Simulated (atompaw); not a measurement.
# Pseudopotential generation for Ta: PAW (atompaw), PBE

Do these settings give a usable potential? It is generated, then checked for scattering, ghosts and hardness.

Program: atompaw 4.2.0.5. Reference atom: PBE, scalar-relativistic, spherical and spin-unpolarised. All values are calculated.

### 1 The design

Typed settings, in words:

```json
{"element": "tantalum (Ta, Z = 73)", "type": "PAW", "frozen core": "[Xe] 4f14", "valence charge": "5", "reference configuration": "5d3 6s0 6p0 (charge +2)", "partial waves": "6s (bound, empty): rc 3.00 bohr; 6s channel at 0.75 Ry: rc 3.00 bohr; 6p (bound, empty): rc 3.00 bohr; 6p channel at 0.25 Ry: rc 3.00 bohr; 5d (bound): rc 3.00 bohr; 5d channel at -0.5 Ry: rc 3.00 bohr", "local potential": "bessel scheme, radius 2.65 bohr", "core correction": "smooth core density matched at 2.55 bohr", "augmentation charge": "sinc compensation charge, radius 2.20 bohr; PAW radius 3.00 bohr; waves and projectors: custom rrkj gramschmidtortho"}
```

The nodes and maxima of the atom's own shells, from an earlier all-electron run, set the scale for the radii.

All-electron outer shells of the reference configuration (PBE, scalar-relativistic, ld1.x):

```tsv
shell	level (eV)	outermost node (bohr)	outermost maximum (bohr)
4f	-40.27	–	0.44
6s	-18.43	1.31	2.58
5d	-18.31	0.65	1.54
6p	-12.54	1.56	3.23
5f	-4.36	0.97	5.39
```

### 2 The generation run

The input, Ta.input:

```
Ta 73
GGA-PBE scalarrelativistic loggrid 2001 logderivrange -3 5 201
6 6 5 4 0 0
6 0 0
6 1 0
5 2 3
0 0 0
c
c
c
c
c
v
c
c
c
c
v
c
c
v
c
2
3.00 2.20 2.65 2.55
y
0.75
n
y
0.25
n
y
-0.5
n
custom rrkj gramschmidtortho sinc
bessel
3.00
3.00
3.00
3.00
3.00
3.00
PWSCFOUT
UPFDX 0.0125d0 UPFXMIN -7.d0 UPFZMESH 73.d0
END
```

On the command line:

```sh
$ atompaw < Ta.input > Ta.log
```

What does the calculation give? Wanted: cutoffs for 10 and 1 mRy, occupied levels; bound ghosts; largest phase difference near zero energy, channels read; lowest eigenvalue of the overlap; share of valence orbitals outside the PAW sphere; UPF file.

As calculated:

```
                                                quantity                      value
               cutoffs for 10 and 1 mRy, occupied levels            10 Ry and 12 Ry
                                            bound ghosts                 none found
largest phase difference near zero energy, channels read                  0.031 rad
         lowest eigenvalue of the overlap (Bessel basis)                  0.162 (d)
        share of valence orbitals outside the PAW sphere  6s 41 %, 6p 69 %, 5d 11 %
                                                UPF file                    written
```

What this shows: It counts as soft on the atom at that tolerance, with 10 Ry needed at the looser tolerance. The Bessel-basis test finds no level below the valence levels. Of the channels read, d scatters worst near zero energy, by up to 0.03 rad. All of this concerns the isolated atom, not yet a solid.
